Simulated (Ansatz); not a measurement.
# C2H5FSSi: small, medium and large basis sets

The task here is to estimate one member of a computed series from the others.

Program: Ansatz 0.2.0, Gaussian basis. Level of theory: one geometry, several basis sets. These are calculated values, not measurements.

Levels to be run: PBE0-D4/def2-SVP; ωB97M-V/def2-SVP; PBE0-D4/def2-QZVPP; ωB97M-V/def2-QZVPP; the functionals' def2-TZVPP values are taken from earlier runs.

**The relaxed structure**

All runs share one geometry, relaxed beforehand with PBE0-D4 in a triple-zeta def2 set.

10 atoms, charge 0, spin multiplicity 1.

Atoms are counted from 1 here; the program's logs count them from 0.

Bond lengths: F1–Si2 1.594 Å, Si2–S3 2.104 Å, Si2–C4 1.814 Å, Si2–C5 1.816 Å, S3–H6 1.345 Å, C4–C5 1.586 Å, C4–H7 1.086 Å, C4–H8 1.085 Å, C5–H9 1.086 Å, C5–H10 1.085 Å. Angles: F1–Si2–S3 112.0°, F1–Si2–C4 119.5°, F1–Si2–C5 117.9°, S3–Si2–C4 119.5°, S3–Si2–C5 123.8°, C4–Si2–C5 51.8°, Si2–S3–H6 94.6°, Si2–C4–C5 64.2°, Si2–C4–H7 119.6°, Si2–C4–H8 121.3°, C5–C4–H7 114.7°, C5–C4–H8 115.8°, H7–C4–H8 112.4°, Si2–C5–C4 64.0°, Si2–C5–H9 120.0°, Si2–C5–H10 120.7°, C4–C5–H9 114.8°, C4–C5–H10 115.6° and more.

Set-up of the first run:

in.yaml

```yaml
crystal:
  periodic: [false, false, false]
  atoms:
    - {symbol: F, position_ang: [-1.064599, -0.948601, 1.695847]}
    - {symbol: Si, position_ang: [0.019433, -0.446798, 0.640437]}
    - {symbol: S, position_ang: [1.980217, -0.925779, 1.235495]}
    - {symbol: C, position_ang: [-0.398431, -0.421594, -1.124379]}
    - {symbol: C, position_ang: [-0.400630, 0.985968, -0.393327]}
    - {symbol: H, position_ang: [1.971266, -0.107210, 2.303088]}
    - {symbol: H, position_ang: [-1.376068, -0.764691, -1.449769]}
    - {symbol: H, position_ang: [0.362326, -0.556664, -1.886266]}
    - {symbol: H, position_ang: [-1.377494, 1.451942, -0.303927]}
    - {symbol: H, position_ang: [0.367180, 1.682128, -0.714298]}
basis:
  gaussian: {orbitals: def2-SVP}
hamiltonian: {xc: pbe0, dispersion: d4}
output: {orbitals: {seedname: orbitals}}
```

Steps of the session up to this table: PBE0-D4 in def2-SVP; ωB97M-V in def2-SVP; PBE0-D4 in def2-QZVPP; ωB97M-V in def2-QZVPP.

One table of the session follows, with a row left open; its other results are not shown here.

It belongs to the step «Functionals by basis». 

```
functional       basis  HOMO (eV)  LUMO (eV)
   PBE0-D4    def2-SVP      -7.16       0.56
   PBE0-D4  def2-TZVPP          ?          ?
   PBE0-D4  def2-QZVPP      -7.22      -0.11
   ωB97M-V    def2-SVP      -9.32       2.42
   ωB97M-V  def2-TZVPP      -9.38       1.91
   ωB97M-V  def2-QZVPP      -9.40       1.29
```

Estimate the missing values for PBE0-D4, def2-TZVPP.

**Answer.** HOMO (eV): -7.20; LUMO (eV): 0.19. In the column «HOMO (eV)» it lies between PBE0-D4, def2-QZVPP (-7.22) and PBE0-D4, def2-SVP (-7.16).
